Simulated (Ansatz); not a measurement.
Relaxation of a periodic cell of 13 atoms, K₈HPt₄ (host K2Pt, host structure Fm-3m, interstitial H), to a largest force component of 0.03 eV/Å in at most 60 steps.

Method: Ansatz 0.2.0, DFT PBEsol, scalar-relativistic, plane waves, PAW. Settings: cutoff 420 eV, k mesh 2x2x2, fermi-dirac smearing 0.1 eV, no spin polarisation.

```xyz
13
Lattice="7.5629 0.0000 0.0000 0.0000 7.5629 0.0000 0.0000 0.0000 7.5629" Properties=species:S:1:pos:R:3
K 5.672 5.672 5.672
K 1.891 1.891 1.891
Pt 0.000 0.000 0.000
K 1.891 1.891 5.672
K 5.672 5.672 1.891
Pt 3.781 3.781 0.000
K 1.891 5.672 1.891
K 5.672 1.891 5.672
Pt 3.781 0.000 3.781
K 5.672 1.891 1.891
K 1.891 5.672 5.672
Pt 0.000 3.781 3.781
H -0.040 2.854 -0.019
```

**Question.** Where does it end, and by what steps?

**Answer.** The forces met the threshold. Limits of this set-up: coarse k mesh, odd electron count without spin, a small cell, in which the defect meets its images, a typed lattice constant that wasn't relaxed here. After 7 steps the energy has fallen by 1.452 eV; H13 moved furthest, 1.12 Å. Joined: Pt3–H13 (2.85 → 1.60 Å).

| step | energy less start (eV) | largest force component (eV/Å) | accepted |
| --- | --- | --- | --- |
| 0 | 0.0000 | 0.424 | yes |
| 1 | -0.1840 | 0.771 | yes |
| 2 | -0.4562 | 1.293 | yes |
| 3 | -0.6705 | 1.589 | yes |
| 4 | -1.1802 | 1.631 | yes |
| 5 | -1.4226 | 0.416 | yes |
| 6 | -1.4425 | 0.076 | yes |
| 7 | -1.4520 | 0.022 | yes |

```xyz
13
Lattice="7.5629 0.0000 0.0000 0.0000 7.5629 0.0000 0.0000 0.0000 7.5629" Properties=species:S:1:pos:R:3
K 5.638 5.722 5.640
K 1.908 2.016 1.910
Pt -0.003 0.131 -0.001
K 1.909 2.016 5.650
K 5.638 5.722 1.920
Pt 3.779 3.882 -0.001
K 1.919 5.722 1.921
K 5.648 2.016 5.650
Pt 3.778 0.087 3.780
K 5.648 2.016 1.910
K 1.919 5.722 5.640
Pt -0.003 3.882 3.780
H -0.004 1.735 -0.002
```

Whether the end is a true minimum wasn't checked by a vibrational analysis.

The run took 66 s on 2 threads of Intel(R) Xeon(R) Platinum 8259CL CPU @ 2.50GHz (Skylake/Cascade Lake) (shared host), peak memory 0.9 GiB.
